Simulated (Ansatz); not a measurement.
# Si5Ni19: the cost of one run

Program: Ansatz 0.2.0. Level of theory: DFT PBE, scalar-relativistic, plane waves, PAW. These are calculated values, not measurements.

## Step 1: The starting structure

The cell holds 24 atoms (Ni19Si5): a = 6.746 Å, b = 6.553 Å, c = 6.326 Å, α = 88.94°, β = 93.13°, γ = 93.55°.

It is the last frame of an earlier stage of the same melt, run at 2490 K.

The coordinates stand in the first input below.

## Step 2: Dynamics at 1800 K

One k point, a Fermi-Dirac width of 0.155 eV and a fixed cell.

input.yaml reads:

```yaml
crystal:
  lattice:
    - [6.740522, -0.205461, -0.177392]
    - [-0.205461, 6.549861, 0.056888]
    - [-0.177392, 0.056888, 6.323575]
  atoms:
    - { symbol: Ni, position: [0.7577418493, 0.1288568528, 0.0138448801] }
    - { symbol: Ni, position: [0.5945054712, 0.9427701221, 0.3176712805] }
    - { symbol: Ni, position: [0.6047984573, 0.3300880813, 0.3100199179] }
    - { symbol: Ni, position: [0.2011863151, 0.451311029, 0.1690755972] }
    - { symbol: Ni, position: [0.1857883088, 0.6898442908, 0.9029894325] }
    - { symbol: Ni, position: [0.9436464679, 0.1753622369, 0.3313064869] }
    - { symbol: Ni, position: [0.2781799097, 0.9823613673, 0.6665268359] }
    - { symbol: Ni, position: [0.5855482213, 0.1524447863, 0.6506605415] }
    - { symbol: Ni, position: [0.2413820529, 0.918475522, 0.2640785421] }
    - { symbol: Ni, position: [0.4535708016, 0.9173246058, 0.9443945976] }
    - { symbol: Ni, position: [0.5589191594, 0.6311521848, 0.1371754865] }
    - { symbol: Ni, position: [0.3713628305, 0.5371368601, 0.5484316752] }
    - { symbol: Ni, position: [0.8918723103, 0.3298828416, 0.6582472113] }
    - { symbol: Ni, position: [0.0608867982, 0.6390737152, 0.5298117711] }
    - { symbol: Ni, position: [0.4092323238, 0.2284957624, 0.0417476449] }
    - { symbol: Ni, position: [0.7863137778, 0.7834538551, 0.8892912555] }
    - { symbol: Ni, position: [0.9103296872, 0.9509068253, 0.5876409602] }
    - { symbol: Ni, position: [0.2393979236, 0.2097793066, 0.4173315692] }
    - { symbol: Ni, position: [0.8627493134, 0.5074751808, 0.1060441751] }
    - { symbol: Si, position: [0.6502381437, 0.4482623255, 0.8592925054] }
    - { symbol: Si, position: [0.7318189066, 0.6050991475, 0.4958086242] }
    - { symbol: Si, position: [0.927136832, 0.8373349943, 0.2463482312] }
    - { symbol: Si, position: [0.0736581348, 0.0079941178, 0.9477952231] }
    - { symbol: Si, position: [0.1977992444, 0.3114241528, 0.7699645488] }
  symmetry: { detect: false }
basis:
  ecutwfc: 420
  xc_grid: 1
kpoints:
  mp_grid: { grid: [1, 1, 1], shift: [0.25, 0.25, 0.25] }
hamiltonian:
  xc: pbe
scf:
  occupations: { method: fermi_dirac, width: 0.1551 }
  lower_state_search: "off"
  convergence: { dr2_threshold: 1.0e-05 }
output:
  forces: true
  stress: true
md:
  timestep: 3.0
  n_steps: 80
  ensemble: nvt_langevin
  friction: 0.005
  temperature: 1800.0
  initial_velocities: maxwell_boltzmann
  seed: 78581
```

The run is started by

```
$ ansatz run input.yaml --threads 2 --pin off --max-ram 5120MiB --backend cpu --events-out ev --progress --plain --runs-dir out
```

What time and memory should one allow on 2 threads of Intel Xeon at 2.70GHz, shared host?

About 6.3 min, with a peak of 0.69 GiB.
